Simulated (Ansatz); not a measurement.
# InAs: the cost of one run

Program: Ansatz 0.2.0. Level of theory: DFT LDA, scalar-relativistic, plane waves, PAW. These are calculated values, not measurements.

The COD entry's cell or inner coordinates are ideal or old and differ from later refinements, so a difference from it is no clean test against experiment.

4 further runs of the same task are left out: 1 that didn't finish, 3 set aside as unsound or not needed.

## 1. The starting structure

Symmetry: F-43m, No. 216, cubic system. The conventional cell has a = 6.027 Å, b = 6.027 Å, c = 6.027 Å, α = 90.00°, β = 90.00°, γ = 90.00°. Around In (site symmetry -43m) lie 4 As at 2.61 Å. As (site symmetry -43m) is surrounded by 4 In at 2.61 Å.

Coordinates:

```xyz
2
Lattice="0.0000 3.0133 3.0133 3.0133 0.0000 3.0133 3.0133 3.0133 0.0000" Properties=species:S:1:pos:R:3 pbc="T T T"
In    0.0000    0.0000    0.0000
As    4.5200    4.5200    4.5200
```

It is the result of an earlier relaxation at this level (volume 27.36 Å³/atom; gap on the mesh: none (metal)).

## 2. The cell under 30 GPa

What is minimised here is the enthalpy; the energy can go up as the cell is squeezed.

The input, input.yaml:

```yaml
crystal:
  lattice:
    - [0.0, 3.0133041419, 3.0133041419]
    - [3.0133041419, 0.0, 3.0133041419]
    - [3.0133041419, 3.0133041419, 0.0]
  atoms:
    - { symbol: In, position: [0.0, 0.0, 0.0] }
    - { symbol: As, position: [0.75, 0.75, 0.75] }
basis:
  ecutwfc: 420
kpoints:
  mp_grid: { grid: [12, 12, 12] }
hamiltonian:
  xc: lda
scf:
  occupations: { method: fermi_dirac, width: 0.15 }
output:
  forces: true
  stress: true
  eigenvalues: true
relax:
  adjacent_minimum: "off"
  f_tol: 0.001
  max_steps: 60
  cell: { stress_tol: 0.02, p_target: 30.0 }
```

Started as:

```
ansatz run input.yaml --threads 1 --pin off --max-ram 3072MiB --backend cpu --events-out ev --progress --plain --runs-dir out
```

**Question.** How long does this run take on 1 thread of Intel Xeon Platinum 8259CL at 2.50GHz (Skylake/Cascade Lake), shared host, and how much memory does it need?

About 61 s, with a peak of 0.46 GiB.
